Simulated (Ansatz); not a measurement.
# C₃H₇BFN: basis-set convergence

Aim: see how fast density functionals converge with the basis set for C₃H₇BFN.

Method: one geometry, several basis sets; program: Ansatz 0.2.0, Gaussian basis.

Levels to be run: PBE0-D4/def2-SVP; ωB97M-V/def2-SVP; PBE0-D4/def2-QZVPP; ωB97M-V/def2-QZVPP; the functionals' def2-TZVPP values are taken from earlier runs.

## 1. Structure used throughout

An earlier PBE0-D4 in a triple-zeta def2 set relaxation fixed the geometry.

SMILES `BC(=C)NCF`, 13 atoms, charge 0, spin multiplicity 1.

Atoms are counted from 1 here; the program's logs count them from 0.

Bond lengths: B1–C2 1.535 Å, B1–H7 1.193 Å, B1–H8 1.200 Å, C2–C3 1.350 Å, C2–N4 1.389 Å, C3–H9 1.081 Å, C3–H10 1.085 Å, N4–C5 1.395 Å, N4–H11 1.005 Å, C5–F6 1.401 Å, C5–H12 1.091 Å, C5–H13 1.094 Å. Angles: C2–B1–H7 119.4°, C2–B1–H8 120.5°, H7–B1–H8 120.0°, B1–C2–C3 117.6°, B1–C2–N4 118.9°, C3–C2–N4 123.4°, C2–C3–H9 118.9°, C2–C3–H10 123.7°, H9–C3–H10 117.4°, C2–N4–C5 123.4°, C2–N4–H11 116.0°, C5–N4–H11 117.6°, N4–C5–F6 113.2°, N4–C5–H12 110.0°, N4–C5–H13 110.3°, F6–C5–H12 106.6°, F6–C5–H13 106.0°, H12–C5–H13 110.6°.

As a file:

```xyz
13

B    -0.14425   -2.07982   -0.17555
C     0.15861   -0.59557    0.07327
C     1.42999   -0.26056    0.38151
N    -0.85642    0.33630   -0.10298
C    -0.66968    1.71156    0.04060
F     0.06484    2.28168   -1.00750
H     0.66791   -2.90147    0.12178
H    -1.17270   -2.41327   -0.69539
H     2.14005   -1.04720    0.59380
H     1.79344    0.76126    0.41103
H    -1.64998    0.02787   -0.63710
H    -1.63484    2.21990    0.05800
H    -0.10658    1.92441    0.95354
```

## 2. PBE0-D4 in def2-SVP

Input file in.yaml:

```yaml
crystal:
  periodic: [false, false, false]
  atoms:
    - {symbol: B, position_ang: [-0.144250, -2.079818, -0.175554]}
    - {symbol: C, position_ang: [0.158614, -0.595568, 0.073269]}
    - {symbol: C, position_ang: [1.429992, -0.260560, 0.381512]}
    - {symbol: N, position_ang: [-0.856418, 0.336302, -0.102983]}
    - {symbol: C, position_ang: [-0.669677, 1.711562, 0.040602]}
    - {symbol: F, position_ang: [0.064838, 2.281678, -1.007500]}
    - {symbol: H, position_ang: [0.667914, -2.901466, 0.121776]}
    - {symbol: H, position_ang: [-1.172703, -2.413270, -0.695394]}
    - {symbol: H, position_ang: [2.140048, -1.047195, 0.593798]}
    - {symbol: H, position_ang: [1.793438, 0.761260, 0.411031]}
    - {symbol: H, position_ang: [-1.649979, 0.027866, -0.637099]}
    - {symbol: H, position_ang: [-1.634835, 2.219896, 0.058003]}
    - {symbol: H, position_ang: [-0.106582, 1.924414, 0.953539]}
basis:
  gaussian: {orbitals: def2-SVP}
hamiltonian: {xc: pbe0, dispersion: d4}
output: {orbitals: {seedname: orbitals}}
```

The runs that follow: ωB97M-V in def2-SVP; PBE0-D4 in def2-QZVPP; ωB97M-V in def2-QZVPP.

Q: Predict the results of all the runs planned. Wanted: PBE0-D4: double and triple zeta above quadruple; ωB97M-V: double and triple zeta above quadruple.

The runs gave:

```
                                       quantity           value
PBE0-D4: double and triple zeta above quadruple   9.75, 0.45 eV
ωB97M-V: double and triple zeta above quadruple  10.12, 0.43 eV
```

What this shows: For PBE0-D4 the step from double to triple zeta gains 9.30 eV and the next only 0.45 eV. Total energies overstate the basis error of differences, where much of it tends to cancel.
